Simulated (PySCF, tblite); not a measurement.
**C₃H₁₂AlNSi: geometry, infrared bands and NMR shifts**

What infrared bands and NMR shifts should C₃H₁₂AlNSi (`C[NH][Al]([CH3])[CH2][SiH3]`) show?

Programs: tblite 0.8.0 and PySCF 2.14.0, with density-fitted response routines of our own. Each step states its level of theory. These are calculated values for one molecule in the gas phase, unless marked as measured. Atoms are numbered from 0 throughout.

## 1. The molecule as given

18 atoms, charge 0, multiplicity 1; geometry from: force field or distance geometry start.

Bonds of the start (Å): C0–N1 1.43, N1–Al2 1.89, Al2–C3 2.02, Al2–C4 1.97, C4–Si5 1.86, C0–H6 1.13, C0–H7 1.10, C0–H8 1.12, N1–H9 1.02, C3–H10 1.11, C3–H11 1.12, C3–H12 1.08, C4–H13 1.13, C4–H14 1.11, Si5–H15 1.49, Si5–H16 1.46, Si5–H17 1.47.

## 2. Optimising the geometry with GFN2-xTB

Job settings and geometry (Å):

```
{"job": {"kind": "relax", "xc": "GFN2-xTB", "basis": "xTB"}, "charge": 0, "multiplicity": 1}
C     -2.253900    -1.172400     0.129000
N     -1.579700    -0.523300    -0.958700
Al    -0.191500     0.651600    -0.448700
C     -0.660100     2.608600    -0.309900
C      1.613100     0.151800     0.152400
Si     2.313400    -1.304500    -0.777800
H     -3.210300    -0.602300     0.302900
H     -1.674300    -1.293000     1.055700
H     -2.585800    -2.194900    -0.187500
H     -1.386100    -1.127000    -1.763000
H     -1.627300     2.749600     0.209300
H      0.104800     3.110000     0.332000
H     -0.606300     3.059400    -1.290400
H      2.339300     0.996600    -0.010500
H      1.653800    -0.034700     1.248500
H      3.751800    -1.366700    -0.407400
H      2.279700    -1.131200    -2.225900
H      1.710700    -2.571300    -0.326400
```

The run is started by

```bash
> OMP_NUM_THREADS=1 python probes_run.py task.json out
```

This one command runs all jobs of the session in turn.

**Question.** This job is followed by: GFN2-xTB harmonic vibrations, gas phase; GIAO PBE0/pcSseg-1 NMR shielding, non-relativistic, gas phase. Predict these results of the whole session: strongest single infrared mode (GFN2-xTB); zero-point energy (GFN2-xTB); 13C shifts against TMS (PBE0/pcSseg-1); 1H shifts against TMS (PBE0/pcSseg-1, means over atoms taken as alike); 15N shifts against NH3 (PBE0/pcSseg-1); 27Al shifts against AlH4- (PBE0/pcSseg-1); 29Si shifts against TMS (PBE0/pcSseg-1).

The runs gave:

```
                                                              quantity                               value
                             strongest single infrared mode (GFN2-xTB)               2194 cm⁻¹, 459 km/mol
                                          zero-point energy (GFN2-xTB)                       84.6 kcal/mol
                                13C shifts against TMS (PBE0/pcSseg-1)              35.9, -11.9, -15.9 ppm
1H shifts against TMS (PBE0/pcSseg-1, means over atoms taken as alike)  4.17, 3.04, 1.58, -0.29, -0.39 ppm
                                15N shifts against NH3 (PBE0/pcSseg-1)                            69.0 ppm
                             27Al shifts against AlH4- (PBE0/pcSseg-1)                           146.4 ppm
                               29Si shifts against TMS (PBE0/pcSseg-1)                           -76.6 ppm
```

In words: Relaxing lowered the energy by 0.644 eV in 188 steps; the close pair that moved most is N1–Al2, from 1.889 to 1.793 Å. All 48 modes are real, so the xTB geometry is a minimum. The strongest single mode, at 2194 cm⁻¹, moves mainly H15. GFN2-xTB is a fitted tight-binding method: band positions and strengths are rough. Its intensities can rank the bands wrongly. C0 (methyl carbon bonded to N) lies farthest downfield among carbon, at 35.9 ppm; deshielded by the electronegative neighbour. At PBE0/pcSseg-1: Shielding is most anisotropic at N1 (span 86 ppm, paramagnetic term -124 ppm).
